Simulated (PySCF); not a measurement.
# C5H11BrO: magnetic properties

Aim: compute the magnetic properties of C5H11BrO (`C[C@H](CBr)CCO`).

Computed with PySCF 2.14.0 and routines of our own; the level stands in each step. Atoms count from 0.

### 1 The system as given

18 atoms, charge 0, multiplicity 1; geometry from: GFN2-xTB.

### 2 Magnetic properties: GIAO KT3/pcSseg-1

Job settings and geometry (Å):

```
{"job": {"kind": "mag", "xc": "KT3", "basis": "pcSseg-1", "isotopologues": 2}, "charge": 0, "multiplicity": 1}
C     -0.982976     1.335174    -0.783780
C     -0.562624    -0.127810    -0.677635
C     -1.762073    -1.011387    -0.369869
Br    -2.536502    -0.633089     1.383931
C      0.550119    -0.332938     0.356669
C      1.912821     0.123827    -0.154372
O      2.255207    -0.655887    -1.282826
H     -1.355898     1.694927     0.173949
H     -0.143657     1.958328    -1.079778
H     -1.769512     1.452780    -1.527225
H     -0.177785    -0.464596    -1.647794
H     -2.566840    -0.853761    -1.087494
H     -1.489817    -2.066063    -0.350320
H      0.627662    -1.396352     0.593064
H      0.316125     0.209522     1.274209
H      2.657431    -0.008584     0.643127
H      1.885275     1.189556    -0.420899
H      3.134285    -0.407330    -1.584131
```

Method: GIAO KT3/pcSseg-1 magnetisability, rotational g tensor and spin-rotation constants, non-relativistic, gas phase.

The run is started by

```
$ OMP_NUM_THREADS=1 python excited_run.py task.json out
```

The driver reads the jobs from task.json and runs them one after another.

What it wrote:

```text
coarse grid: 65608 points
cycle   1  E = -2859.4207734008  dE = -6.748e-01  |g| = 9.444e-01  |ddm| = 3.680e+00
cycle   2  E = -2859.1162685297  dE =  3.045e-01  |g| = 1.458e+00  |ddm| = 2.359e+00
cycle   3  E = -2859.5615369914  dE = -4.453e-01  |g| = 2.048e-01  |ddm| = 1.861e+00
cycle   4  E = -2859.5677758383  dE = -6.239e-03  |g| = 1.024e-01  |ddm| = 2.752e-01
cycle   5  E = -2859.5703091577  dE = -2.533e-03  |g| = 1.888e-02  |ddm| = 1.065e-01
cycle   6  E = -2859.5703765231  dE = -6.737e-05  |g| = 7.611e-03  |ddm| = 2.218e-02
cycle   7  E = -2859.5703898953  dE = -1.337e-05  |g| = 2.270e-03  |ddm| = 7.955e-03
cycle   8  E = -2859.5703911937  dE = -1.298e-06  |g| = 8.316e-04  |ddm| = 3.452e-03
final grid: 139416 points
cycle   9  E = -2859.5703912934  dE =  1.045e-07  |g| = 1.315e-03  |ddm| = 3.740e-03
cycle  10  E = -2859.5703902428  dE =  1.051e-06  |g| = 2.411e-03  |ddm| = 4.210e-03
cycle  11  E = -2859.5703917035  dE = -1.461e-06  |g| = 1.992e-04  |ddm| = 2.706e-03
cycle  12  E = -2859.5703917128  dE = -9.352e-09  |g| = 3.118e-05  |ddm| = 1.917e-04
cycle  13  E = -2859.5703917131  dE = -2.383e-10  |g| = 5.923e-06  |ddm| = 3.346e-05
converged SCF energy = -2859.5703917131

Magnetisability tensor (1e-30 J/T^2)
    -1525.13       29.00       39.58
       29.00    -1541.66      -48.11
       39.58      -48.11    -1638.26
isotropic -1568.35   principal values   -1673.53  -1528.37  -1503.15
isotropic susceptibility -94.448 1e-6 cm^3/mol

Inertial axes            a          b          c
rot. const./GHz      3.8430     0.7092     0.6757
chi total           -94.449    -92.318    -96.577
chi diamagnetic    -455.493  -1682.081  -1771.211
chi paramagnetic    361.044   1589.762   1674.634
quadrupole/D A        5.355     -3.528     -1.827
g nuclear            0.6424     0.5290     0.5319
g electronic        -0.6518    -0.5297    -0.5316
g total             -0.0094    -0.0007     0.0004

Spin-rotation constants (kHz, H = +C I.J)
atom  isotope        aa         bb         cc
  3   79Br        3.115      0.998      0.658
  7     1H       -0.207     -0.072     -0.022
  8     1H       -0.023     -0.071     -0.058
  9     1H       -0.376     -0.019     -0.052
 10     1H       -0.169     -0.068     -0.019
 11     1H       -0.330      0.004     -0.049
 12     1H       -0.394     -0.006     -0.028
 13     1H       -0.393     -0.013     -0.041
 14     1H       -0.281     -0.078     -0.000
 15     1H       -0.311      0.007     -0.045
 16     1H       -0.327      0.007     -0.043
 17     1H        0.035     -0.088     -0.090
  0    13C*       0.617      0.093      0.095
  1    13C*       0.623      0.119      0.122
  2    13C*       0.722      0.170      0.127
  4    13C*       0.709      0.127      0.124
  5    13C*       0.861      0.168      0.123
  6    17O*      -0.149     -0.076     -0.075
* in the singly substituted isotopologue

Isotopologues: g along a, b, c
2H    at 7,8,9,10,11,12    -0.0077    -0.0008     0.0003
13C   at 0                 -0.0092    -0.0007     0.0003
```

Run time: 93 s. Hardware: 1 thread of Arm Neoverse N1, shared host; peak memory 0.71 GiB.

Key values:

```
              quantity                     value
       magnetisability          -1568·10⁻³⁰ J/T²
  molar susceptibility        -94.4·10⁻⁶ cm³/mol
rotational g (a, b, c)  -0.0094, -0.0007, 0.0004
```

Orbitals, density, ELF and potential are computed afterwards from the orbital file.

Frontier orbitals at KT3/pcSseg-1, with the share of their density that lies nearest to each atom:

```
orbital  energy (eV)                                     lies on
   HOMO        -6.34           O6 63 %; H15, H16 about 10 % each
   LUMO        -0.66  Br3 46 %; C2 30 %; H11, H12 about 8 % each
```

ELF in a plane through or near 6 of the atoms.

Ten even steps from ' ' (0.00) to '@' (1.00):
```
                                                        
                                                        
                                                        
                        ::**++..                        
                        %%@@@@++....                    
              ..++++    %%@@@@##====::..                
            ..**@@@@##  ==@@@@++--**==..                
            ::##@@@@@@--  ::++--::**--                  
            ..==@@@@@@--  ..==##**--                    
            ..--++--++**--++****==..    ........        
            --****..==@@--**%%++++======----==--..      
            ::++**++**##::--##--==++####++++++==::      
              ..::..::**@@%%==  ::++####******++--      
                    ..@@@@@@**    ::::==++****++::      
                    ::@@@@@@++        ::==++++--        
                      ==##**            ..::..          
                                                        
                                                        
                                                        
                                                        
```
The map spans 11.5 Å across and 9.4 Å up, centred on the molecule. Atoms in the plane (x, y in Å): C0 (0.9, 1.4), C4 (-0.5, -0.6), C5 (-1.9, -0.1), H8 (0.0, 2.1), H13 (-0.5, -1.7), H16 (-1.9, 1.0).

log10 of the density (e/Å³) in the same plane.

Ten even steps from '0' (-4.0) to '9' (0.7):
```
0000000000000000000000000000
0000000000000011000000000000
0000000000012233222100000000
0000000001123444443211000000
0000001122245666554322000000
0000012344456788776532100000
0000124466656788987543100000
0000235678765688986543210000
0001245689876678876544331000
0001346789887788766655442100
0002356789989988777776654211
0001346788889987788877654211
0001245666788876778877654311
0000123444578865667776654211
0000012233567655556666543100
0000000012344443344444432000
0000000001123322223333210000
0000000000011111111111000000
0000000000000000000000000000
0000000000000000000000000000
```
The map spans 11.5 Å across and 9.4 Å up, centred on the molecule. Atoms in the plane (x, y in Å): C0 (0.9, 1.4), C4 (-0.5, -0.6), C5 (-1.9, -0.1), H8 (0.0, 2.1), H13 (-0.5, -1.7), H16 (-1.9, 1.0).

On the surface of density 0.002 e/bohr³ the electrostatic potential runs, from the 1st to the 99th percentile, from -1.24 V near O6 to 1.90 V near H17.

### 3 Magnetic properties: GIAO BHandHLYP/def2-SVP

Settings changed since step 2:

```diff
@@ -1,2 +1,2 @@
-{"job": {"kind": "mag", "xc": "KT3", "basis": "pcSseg-1", "isotopologues": 2}, "charge": 0, "multiplicity": 1}
+{"job": {"kind": "mag", "xc": "BHandHLYP", "basis": "def2-SVP", "scf": {"aux": "def2-qzvpp-jkfit"}}, "charge": 0, "multiplicity": 1}
 C     -0.982976     1.335174    -0.783780
```

Level: GIAO BHandHLYP/def2-SVP magnetisability, rotational g tensor and spin-rotation constants, non-relativistic, gas phase.

What it wrote:

```text
final grid: 139416 points
cycle   1  E = -2845.7616792247  dE = -2.997e-01  |g| = 5.985e-01  |ddm| = 4.059e+00
cycle   2  E = -2845.7741446589  dE = -1.247e-02  |g| = 5.919e-01  |ddm| = 1.090e+00
cycle   3  E = -2845.8401284766  dE = -6.598e-02  |g| = 4.914e-02  |ddm| = 5.687e-01
cycle   4  E = -2845.8406069063  dE = -4.784e-04  |g| = 1.766e-02  |ddm| = 6.402e-02
cycle   5  E = -2845.8406820194  dE = -7.511e-05  |g| = 5.031e-03  |ddm| = 2.457e-02
cycle   6  E = -2845.8406881814  dE = -6.162e-06  |g| = 6.140e-04  |ddm| = 5.999e-03
cycle   7  E = -2845.8406882951  dE = -1.137e-07  |g| = 3.000e-04  |ddm| = 1.354e-03
cycle   8  E = -2845.8406883177  dE = -2.267e-08  |g| = 4.895e-05  |ddm| = 3.934e-04
cycle   9  E = -2845.8406883187  dE = -9.240e-10  |g| = 2.208e-05  |ddm| = 1.145e-04
converged SCF energy = -2845.8406883187

Magnetisability tensor (1e-30 J/T^2)
    -1577.74       25.11       37.15
       25.11    -1594.69      -44.42
       37.15      -44.42    -1678.05
isotropic -1616.83   principal values   -1711.82  -1579.27  -1559.39
isotropic susceptibility -97.368 1e-6 cm^3/mol

Inertial axes            a          b          c
rot. const./GHz      3.8430     0.7092     0.6757
chi total           -97.418    -95.323    -99.362
chi diamagnetic    -455.467  -1681.907  -1771.003
chi paramagnetic    358.049   1586.584   1671.642
quadrupole/D A        5.541     -3.592     -1.949
g nuclear            0.6424     0.5290     0.5319
g electronic        -0.6464    -0.5286    -0.5306
g total             -0.0040     0.0004     0.0013

Spin-rotation constants (kHz, H = +C I.J)
atom  isotope        aa         bb         cc
  3   79Br        2.456      0.807      0.511
  7     1H       -0.220     -0.074     -0.024
  8     1H       -0.041     -0.073     -0.060
  9     1H       -0.388     -0.021     -0.054
 10     1H       -0.186     -0.070     -0.022
 11     1H       -0.347     -0.001     -0.052
 12     1H       -0.411     -0.010     -0.031
 13     1H       -0.409     -0.016     -0.043
 14     1H       -0.295     -0.081     -0.004
 15     1H       -0.336      0.002     -0.048
 16     1H       -0.352      0.001     -0.045
 17     1H       -0.002     -0.088     -0.089
  0    13C*       0.527      0.080      0.082
  1    13C*       0.516      0.100      0.102
  2    13C*       0.632      0.149      0.110
  4    13C*       0.615      0.110      0.106
  5    13C*       0.746      0.146      0.105
  6    17O*      -0.052     -0.055     -0.061
* in the singly substituted isotopologue
```

Run time: 51 s. Hardware: 1 thread of Arm Neoverse N1, shared host; peak memory 0.81 GiB.

Key values:

```
              quantity                    value
       magnetisability         -1617·10⁻³⁰ J/T²
  molar susceptibility       -97.4·10⁻⁶ cm³/mol
rotational g (a, b, c)  -0.0040, 0.0004, 0.0013
```

### 4 The levels compared

```
                  level  ξ (10⁻³⁰ J/T²)     g(a)     g(b)  gap (eV)  functions  time
      GIAO KT3/pcSseg-1           -1568  -0.0094  -0.0007      5.68        198  93 s
GIAO BHandHLYP/def2-SVP           -1617  -0.0040   0.0004     10.50        171  51 s
```

### 5 Outcome

| quantity | value |
| --- | --- |
| magnetisability (step 2, GIAO KT3/pcSseg-1) | -1568·10⁻³⁰ J/T² |
| molar susceptibility (step 2, GIAO KT3/pcSseg-1) | -94.4·10⁻⁶ cm³/mol |
| rotational g (a, b, c) (step 2, GIAO KT3/pcSseg-1) | -0.0094, -0.0007, 0.0004 |
| surface potential, 1st and 99th percentile | -1.24 V and 1.90 V |
| magnetisability over the levels | -1617 to -1568·10⁻³⁰ J/T² |

**Reading.** Steps that list no spin-orbit terms leave them out, which matters at and beside the heavy atoms. At KT3/pcSseg-1, counted by nearest atom on the grid, the HOMO lies on O6 63 %; H15, H16 about 10 % each, the LUMO on Br3 46 %; C2 30 %. The magnetisability spreads by 3.0 % over 2 levels, from GIAO BHandHLYP/def2-SVP (51 s) to GIAO KT3/pcSseg-1 (93 s); the runs took 51 s to 93 s. Two levels can agree by chance, so this spread shows no convergence. Vibrational averaging and real surroundings are missing from these values.
